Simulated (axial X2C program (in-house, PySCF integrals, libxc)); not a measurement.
# A two-component session on SeCa⁻: properties at the nuclei

Wanted for SeCa⁻: properties at the nuclei, at the two-component level.

Method: two-component X2C with atomic mean-field terms, Se dyall-acv3z, Ca dyall-acv3z; program: an in-house X2C program for linear molecules on PySCF integrals.

All values are calculated.

### Step 1. The job

Input file task.json:

```json
{
 "zs": [
  34,
  20
 ],
 "q": -1,
 "bas": [
  "dyall-acv3z",
  "dyall-acv3z"
 ],
 "r0": 2.54,
 "levels": [
  "PBE0",
  "HF",
  "BHandHLYP",
  "LDA",
  "BP86"
 ],
 "nst": 3
}
```

Keys: zs atomic numbers; q charge; bas basis sets; r0 starting distance in Å; levels methods (HF also brings MP2); nst determinants followed.

Run with:

```bash
python soeom.py task.json out
```

After this run come: Expectation values, lowest determinant; Expectation values, a higher determinant.

Q: Predict the outcome of this session. Wanted: lowest determinant; Eeff magnitude; Ws magnitude Se; A∥/gI Se; qzz Se; higher determinant (for each run or level that gives them).

**Answer**, as computed:

| quantity | value |
| --- | --- |
| lowest determinant | Ω = 1/2 (excess of +ω over −ω: ω = 1/2) |
| Eeff magnitude (GV/cm), PBE0 | 0.602 |
| Ws magnitude Se (kHz), PBE0 | 0.334 |
| A∥/gI Se (MHz), PBE0 | 88.8 |
| qzz Se (a.u.), PBE0 | -0.29 |
| higher determinant | Ω = 3/2 (excess of +ω over −ω: ω = 3/2) |
| Eeff magnitude (GV/cm), PBE0, higher determinant | 0.0511 |
| Ws magnitude Se (kHz), PBE0, higher determinant | 0.00903 |
| A∥/gI Se (MHz), PBE0, higher determinant | 379 |
| qzz Se (a.u.), PBE0, higher determinant | -4.19 |

In words: In the first state, the effective field runs from 0.551 to 0.7 GV/cm over the mean-field levels. The expectation values come from single determinants, which for open shells can mix terms of unlike spin or miss the lowest Ω, so a determinant need not be a state. Eeff is the effective electric field on the electron dipole moment in this Ω state and Ws the scalar–pseudoscalar constant (defined with the proton number Z and per Ω); A∥ is the parallel hyperfine constant, which follows by multiplying with the nuclear g factor gI = μI/(I μN); qzz is the electric field gradient, eQq0 = 234.96 MHz × Q/barn × qzz. The operators were transformed with the bare-nucleus X2C matrices.
